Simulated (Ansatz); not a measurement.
This script makes a comparison of norm-conserving and PAW potentials of Sc2C, space group P-3m1 with Ansatz 0.2.0, Python API.

The script, `nc_paw.py`:
```python
# -*- coding: utf-8 -*-
"""Two kinds of potentials on Sc2C."""

import logging
import sys

import ansatz as az
import numpy as np
from pymatgen.core import Lattice, Structure
from pymatgen.io.ase import AseAtomsAdaptor

logging.basicConfig(stream=sys.stdout, format="%(levelname)s:%(name)s:%(message)s")
logger = logging.getLogger("sc2c")
logger.setLevel(logging.INFO)


def count_gap(report):
    # lowest empty less highest filled band, counting bands; zero where they overlap
    return max(report.get("gap_by_band_count_ev") or 0.0, 0.0)

pmg_structure = Structure(
    Lattice([(3.332837, 0.0, 0.0), (-1.666419, 2.886322, 0.0), (0.0, 0.0, 5.649868)]),
    ["Sc", "Sc", "C"],
    [
        (2 / 3, 1 / 3, 0.717564),
        (1 / 3, 2 / 3, 0.282436),
        (0.0, 0.0, 0.5),
    ],
)
sc2c = az.Crystal.from_ase(AseAtomsAdaptor.get_atoms(pmg_structure))

setup = (
    sc2c.calculation()
    .functional("PBEsol", dispersion="D3(BJ)")
    .kpoints(10, 10, 5)
    .occupations("Fermi-Dirac", width=0.1)
    .scf(tolerance=1e-06, lower_state_search="standard")
    .stress()
    .forces()
    .band_table()
)
variants = {
    "PAW": setup.pseudopotentials("paw"),
    "norm-conserving": setup.pseudopotentials("nc"),
}
# totals differ by the cores that each treatment holds, so compare what does not depend on them
rows = []
for label, variant in variants.items():
    r = variant.run().report
    levels = np.array(r["eigenvalues_ev"][0]) - r["fermi_energy_ev"]
    print(label, "levels at the first k-point near E_F:", np.round(levels[np.abs(levels) < 5], 3))
    rows.append((label, r["n_electrons"], np.trace(r["stress_gpa"]) / 3, float(np.abs(r["forces_ev_ang"]).max()), count_gap(r)))
logger.info("     treatment  electrons in bands           P GPa  max force component eV/A  gap by band count eV")
for row in rows:
    logger.info(f"{str(row[0]):>14s}  {row[1]:18.1f}  {row[2]:14.3f}  {row[3]:24.4f}  {row[4]:20.3f}")
```

How well do the two treatments of the cores agree on the pressure?

PAW gives -6.283 GPa and norm-conserving -6.213 GPa, 0.07 GPa apart. They took 3.6 and 13.1 s of processor time.

The run itself:

Output of `python nc_paw.py`:
```text
DeckWarning: basis.ecutwfc = 420 eV, auto-derived from the records' recommended cutoffs: set by Sc (normal level)
DeckWarning: scf.convergence.dr2_threshold = 1e-6 eV is looser than this run's default, which is 1e-7 eV or tighter. The error in the forces grows as the threshold's square root, so leave the key out unless less accurate forces are enough
DeckWarning: output.stress: scf.convergence.dr2_threshold = 1e-6 eV is looser than the 3e-10 eV advised for a printed stress (1e-10 eV for each atom of the cell: 3). What an SCF threshold leaves in a [...]
PAW levels at the first k-point near E_F: [-3.7   -2.177 -1.327 -1.327  1.814  1.927  1.927  2.678]
DeckWarning: basis.ecutwfc = 1115.666836 eV, auto-derived from the records' recommended cutoffs: set by C (normal level)
norm-conserving levels at the first k-point near E_F: [-3.703 -2.175 -1.328 -1.328  1.816  1.929  1.929  2.682]
INFO:sc2c:     treatment  electrons in bands           P GPa  max force component eV/A  gap by band count eV
INFO:sc2c:           PAW                26.0          -6.283                    0.3133                 0.000
INFO:sc2c:norm-conserving                26.0          -6.213                    0.3052                 0.000
```
(Warnings from the package without file and line, shortened.)

What to keep in mind:
- The settings weren't tested for convergence.
- The computed bands are complete only to about 2.3 eV above the Fermi level.
- Dispersion corrections can be off by several per cent in the lattices of metals, and by several GPa in the pressure at a fixed cell.
- For a metal this k-point mesh is coarse: on a finer one energies can move by several to tens of meV an atom and pressures by half a GPa or more, differences at one mesh by less.
- A gap by band count of zero or less means overlapping bands, a metal.
- At these settings the cell as given stands under about -6 GPa, so it isn't at this functional's equilibrium volume.
- The structure comes from a database of computed cells and needn't be a stable or known phase.
- Levels are Kohn-Sham eigenvalues on this mesh.
- Stress is positive in compression.
- Finished in 18 s on 1 thread of Intel(R) Xeon(R) Platinum 8488C (Sapphire Rapids), with other jobs on the host, peak memory 0.62 GiB.
